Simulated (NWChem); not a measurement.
# CsCl (SMILES [Cl][Cs]) at BP86/jorge-TZP

Aim: the vertical ionisation energy of CsCl at BP86/jorge-TZP, from 2 runs. 

The calculation is run with NWChem 7.3.0.

### Step 1. The structure to begin with

CsCl: 2 atoms, total charge 0, spin state singlet. SMILES: `[Cl][Cs]`. Geometry: the measured bond length.

Bond lengths: Cl1–Cs2 2.906 Å.

### Step 2. The energy at BP86/jorge-TZP

mol.nw reads:

```
start mol
memory 2200 mb

geometry units angstroms noautosym nocenter noautoz
   Cl    0.000000    0.000000    0.000000
   Cs    0.000000    0.000000    2.906272
end

basis spherical bse
   Cl library jorge-TZP
   Cs library jorge-TZP
end

dft
   xc becke88 perdew86
   grid fine
   convergence energy 1e-08
   maxiter 100
   mulliken
   noprint "final vectors analysis"
end

task dft energy
```

Started as:

```sh
$ nwchem mol.nw > mol.out
```

Output:

```text
[...]
          Wavefunction type:  closed shell.
          No. of atoms     :     2
          No. of electrons :    72
[...]
          Charge           :     0
          Spin multiplicity:     1
[...]
          AO basis - number of functions:    91
[...]
              XC Information
              --------------
                    Becke 1988 Exchange Functional  1.000
                Perdew 1981 Correlation Functional  1.000 local
                Perdew 1986 Correlation Functional  1.000 non-local
[...]
 d= 0,ls=0.0,diis     1  -8009.2950285603 -8.18D+03  1.77D-02  7.07D+00     3.9
[...]
 d= 0,ls=0.0,diis    10  -8009.3509844576 -5.73D-10  1.42D-07  2.05D-10    23.2
         Total DFT energy =    -8009.350984457607
      One electron energy =   -11308.513500350229
           Coulomb energy =     3344.666048780198
    Exchange-Corr. energy =     -215.749376296148
 Nuclear repulsion energy =      170.245843408572
[...]
      Total Density - Mulliken Population Analysis
     ---------------------------------------------
    Atom       Charge   Shell Charges
 -----------   ------   -------------------------------------------------------
    1 Cl  17    17.87   0.14  0.45  0.86  0.50  0.45  1.58  0.93  1.08  5.26  0.74  1.32  2.65  1.91  0.00  0.01  0.00
    2 Cs  55    54.13   0.51  1.46  2.04  1.96  2.13  1.07  0.83  0.06 -0.01  6.00  6.00  5.95  3.43  2.62  9.98 10.17 -0.31  0.25  0.01
[...]
```

Wall time 24 s (1 thread of Intel Xeon Platinum 8375C at 2.90GHz (Ice Lake), shared host); peak memory 0.11 GiB.

### Step 3. The doublet cation

test.nw reads:

```
START test
TITLE "ClCs energy"
memory stack 880 mb heap 220 mb global 1100 mb
charge 1
GEOMETRY units angstrom noautosym nocenter noautoz
Cl     0.000000     0.000000     0.000000
Cs     0.000000     0.000000     2.906272
END
BASIS spherical bse
Cl library jorge-TZP
Cs library jorge-TZP
END
DFT
xc becke88 perdew86
mult 2
grid fine
convergence energy 1e-08
maxiter 100
mulliken
noprint "final vectors analysis"
END
TASK dft energy
```

Started as:

```sh
$ nwchem test.nw > test.out
```

Output:

```text
[...]
          Wavefunction type:  spin polarized.
          No. of atoms     :     2
          No. of electrons :    71
[...]
          Charge           :     1
          Spin multiplicity:     2
[...]
          AO basis - number of functions:    91
[...]
              XC Information
              --------------
                    Becke 1988 Exchange Functional  1.000
                Perdew 1981 Correlation Functional  1.000 local
                Perdew 1986 Correlation Functional  1.000 non-local
[...]
 d= 0,ls=0.0,diis     1  -8008.8223849241 -8.18D+03  1.73D-02  2.67D+00     3.8
[...]
 d= 0,ls=0.5,diis    15  -8009.0349274686 -6.93D-09  1.84D-07  1.29D-10    45.8
[...]
         Total DFT energy =    -8009.034927471938
      One electron energy =   -11292.146200927828
           Coulomb energy =     3328.329048456371
    Exchange-Corr. energy =     -215.463618409054
 Nuclear repulsion energy =      170.245843408572
[...]
      Total Density - Mulliken Population Analysis
     ---------------------------------------------
    Atom       Charge   Shell Charges
 -----------   ------   -------------------------------------------------------
    1 Cl  17    16.95   0.14  0.45  0.86  0.50  0.45  1.58  1.02  1.00  5.26  0.74  1.24  2.66  1.05  0.00  0.01  0.00
    2 Cs  55    54.05   0.51  1.46  2.04  1.96  2.13  1.07  0.83  0.03 -0.00  6.00  6.00  5.95  3.48  2.57  9.98 10.17 -0.31  0.20  0.00
[...]
      <S2> =      0.7526 (Exact =     0.7500)
[...]
```

Run time: 49 s. Hardware: 1 thread of Intel Xeon Platinum 8375C at 2.90GHz (Ice Lake), shared host; peak memory 0.11 GiB.

### Step 4. Results

Level: BP86/jorge-TZP.

| quantity | value |
| --- | --- |
| singlet CsCl: total energy | -8009.35098 Eh |
| singlet CsCl: dipole moment | 10.82 D |
| doublet cation: total energy | -8009.03493 Eh |
| doublet cation: ⟨S²⟩ | 0.753 |
| vertical ionisation energy (to the doublet cation) | 8.600 eV |

Removing an electron at fixed nuclei costs 8.60 eV (198 kcal/mol).
